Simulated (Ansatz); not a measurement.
## Molecular dynamics of Sr₃MgIrO₆

Input file:

```yaml
accuracy: low
crystal:
  lattice:
    - [4.878555, 2.816635, 3.737298]
    - [-4.878555, 2.816635, 3.737298]
    - [0.0, -5.63327, 3.737298]
  atoms:
    - { symbol: Sr, position: [0.75, 0.3849777, 0.1150223] }
    - { symbol: Sr, position: [0.1150223, 0.75, 0.3849777] }
    - { symbol: Sr, position: [0.6150223, 0.8849777, 0.25] }
    - { symbol: Sr, position: [0.25, 0.6150223, 0.8849777] }
    - { symbol: Sr, position: [0.8849777, 0.25, 0.6150223] }
    - { symbol: Sr, position: [0.3849777, 0.1150223, 0.75] }
    - { symbol: Mg, position: [0.75, 0.75, 0.75] }
    - { symbol: Mg, position: [0.25, 0.25, 0.25] }
    - { symbol: Ir, position: [0.5, 0.5, 0.5] }
    - { symbol: Ir, position: [0.0, 0.0, 0.0] }
    - { symbol: O, position: [0.2875827, 0.9639677, 0.0959219] }
    - { symbol: O, position: [0.0959219, 0.2875827, 0.9639677] }
    - { symbol: O, position: [0.9639677, 0.0959219, 0.2875827] }
    - { symbol: O, position: [0.5360323, 0.2124173, 0.4040781] }
    - { symbol: O, position: [0.4040781, 0.5360323, 0.2124173] }
    - { symbol: O, position: [0.2124173, 0.4040781, 0.5360323] }
    - { symbol: O, position: [0.7124173, 0.0360323, 0.9040781] }
    - { symbol: O, position: [0.9040781, 0.7124173, 0.0360323] }
    - { symbol: O, position: [0.0360323, 0.9040781, 0.7124173] }
    - { symbol: O, position: [0.4639677, 0.7875827, 0.5959219] }
    - { symbol: O, position: [0.7875827, 0.5959219, 0.4639677] }
    - { symbol: O, position: [0.5959219, 0.4639677, 0.7875827] }
basis:
  ecutwfc: 420.0
kpoints:
  mp_grid: { grid: [1, 1, 1] }
hamiltonian:
  xc: pbesol
scf:
  occupations: { method: fermi_dirac, width: 0.05 }
  lower_state_search: "off"
md:
  timestep: 1.5
  n_steps: 260
  ensemble: nvt_langevin
  temperature: 1200.0
  initial_velocities: maxwell_boltzmann
  seed: 651271
  friction: 0.02
```

Run as:

```bash
$ ansatz run input.yaml --threads 1 --pin off --max-ram 3072MiB --backend cpu --events-out ev --progress --plain --runs-dir out
```

It starts from an unrelaxed structure (largest force component 0.49 eV/Å).

Output, in part (step lines):

```
md step     0: t =     0.00 fs  T =  1145.5 K  F+E_penalty+E_count = -55125.39384535 eV  E_kin = 3.257352 eV  (11 SCF iters)
md step     1: t =     1.50 fs  T =  1116.2 K  F+E_penalty+E_count = -55125.35395945 eV  E_kin = 3.174176 eV  (15 SCF iters)
md step     2: t =     3.00 fs  T =  1087.0 K  F+E_penalty+E_count = -55125.27982172 eV  E_kin = 3.091031 eV  (14 SCF iters)
md step     3: t =     4.50 fs  T =  1240.0 K  F+E_penalty+E_count = -55125.16603999 eV  E_kin = 3.526275 eV  (15 SCF iters)
md step     4: t =     6.00 fs  T =  1224.3 K  F+E_penalty+E_count = -55125.01499397 eV  E_kin = 3.481491 eV  (15 SCF iters)
md step     5: t =     7.50 fs  T =  1215.9 K  F+E_penalty+E_count = -55124.84038538 eV  E_kin = 3.457583 eV  (12 SCF iters)
md step     6: t =     9.00 fs  T =  1031.3 K  F+E_penalty+E_count = -55124.64694541 eV  E_kin = 2.932659 eV  (11 SCF iters)
md step     7: t =    10.50 fs  T =  1036.3 K  F+E_penalty+E_count = -55124.42845083 eV  E_kin = 2.947074 eV  (11 SCF iters)
[... lines left out ...]
md step   260: t =   390.00 fs  T =  1443.3 K  F+E_penalty+E_count = -55120.51333563 eV  E_kin = 4.104256 eV  (22 SCF iters)
```

The steps, from the saved trajectory:

```json
{"time (fs)": "0.0", "T (K)": "1145", "potential energy less start (eV)": "0.000"}
{"time (fs)": "12.0", "T (K)": "883", "potential energy less start (eV)": "1.202"}
{"time (fs)": "24.0", "T (K)": "827", "potential energy less start (eV)": "1.918"}
{"time (fs)": "36.0", "T (K)": "1124", "potential energy less start (eV)": "1.939"}
{"time (fs)": "48.0", "T (K)": "763", "potential energy less start (eV)": "2.943"}
{"time (fs)": "60.0", "T (K)": "1143", "potential energy less start (eV)": "2.324"}
{"time (fs)": "72.0", "T (K)": "1330", "potential energy less start (eV)": "2.670"}
{"time (fs)": "84.0", "T (K)": "1530", "potential energy less start (eV)": "2.604"}
{"time (fs)": "96.0", "T (K)": "1349", "potential energy less start (eV)": "3.131"}
{"time (fs)": "108.0", "T (K)": "1182", "potential energy less start (eV)": "3.775"}
{"time (fs)": "120.0", "T (K)": "1483", "potential energy less start (eV)": "3.872"}
{"time (fs)": "132.0", "T (K)": "1521", "potential energy less start (eV)": "3.912"}
{"time (fs)": "144.0", "T (K)": "1549", "potential energy less start (eV)": "3.528"}
{"time (fs)": "156.0", "T (K)": "1221", "potential energy less start (eV)": "3.874"}
{"time (fs)": "168.0", "T (K)": "1016", "potential energy less start (eV)": "4.066"}
{"time (fs)": "180.0", "T (K)": "1003", "potential energy less start (eV)": "3.841"}
{"time (fs)": "192.0", "T (K)": "1317", "potential energy less start (eV)": "3.342"}
{"time (fs)": "204.0", "T (K)": "1336", "potential energy less start (eV)": "3.212"}
{"time (fs)": "216.0", "T (K)": "1293", "potential energy less start (eV)": "2.904"}
{"time (fs)": "228.0", "T (K)": "1396", "potential energy less start (eV)": "3.058"}
{"time (fs)": "240.0", "T (K)": "1606", "potential energy less start (eV)": "2.966"}
{"time (fs)": "252.0", "T (K)": "1206", "potential energy less start (eV)": "3.141"}
{"time (fs)": "264.0", "T (K)": "1308", "potential energy less start (eV)": "2.365"}
{"time (fs)": "276.0", "T (K)": "1626", "potential energy less start (eV)": "2.380"}
{"time (fs)": "288.0", "T (K)": "1086", "potential energy less start (eV)": "2.305"}
{"time (fs)": "300.0", "T (K)": "1100", "potential energy less start (eV)": "2.909"}
{"time (fs)": "312.0", "T (K)": "1257", "potential energy less start (eV)": "3.271"}
{"time (fs)": "324.0", "T (K)": "1450", "potential energy less start (eV)": "2.870"}
{"time (fs)": "336.0", "T (K)": "1485", "potential energy less start (eV)": "3.120"}
{"time (fs)": "348.0", "T (K)": "1420", "potential energy less start (eV)": "3.652"}
{"time (fs)": "360.0", "T (K)": "1737", "potential energy less start (eV)": "3.219"}
{"time (fs)": "372.0", "T (K)": "1600", "potential energy less start (eV)": "4.037"}
{"time (fs)": "384.0", "T (K)": "1595", "potential energy less start (eV)": "4.409"}
```

The run went to its last step. The mean temperature of the second half is 17 % above the set value. A run of 0.39 ps of so small a system gives no equilibrium averages. Limits of this set-up: coarse k mesh, low accuracy level.

Mean squared displacements from the first frame to the last, about the centre of mass: Sr 0.10 Å², Mg 0.08 Å², Ir 0.02 Å², O 0.12 Å².

Last frame:

```xyz
22
Lattice="4.8786 2.8166 3.7373 -4.8786 2.8166 3.7373 0.0000 -5.6333 3.7373" Properties=species:S:1:pos:R:3
Sr 2.172 2.807 5.080
Sr -2.878 0.301 4.834
Sr -1.134 2.723 6.258
Sr -1.499 -2.111 6.826
Sr 3.073 -0.209 6.771
Sr 1.603 -2.769 4.828
Mg 0.254 0.331 8.747
Mg 0.279 0.024 3.277
Ir 0.321 0.016 5.851
Ir 0.266 -0.067 0.185
O -2.911 3.428 5.018
O -0.507 -4.385 5.072
O 4.447 1.537 5.256
O 1.922 -0.044 4.425
O -0.545 1.398 4.337
O -0.500 -1.386 4.650
O 3.369 -2.695 6.814
O 0.690 4.261 6.148
O -4.028 -1.049 6.341
O -1.277 0.237 7.191
O 0.961 1.639 7.261
O 0.892 -1.083 7.310
```

Run time: 19 min on 1 thread of Arm Neoverse V1, on a shared host, peak memory 0.45 GiB.
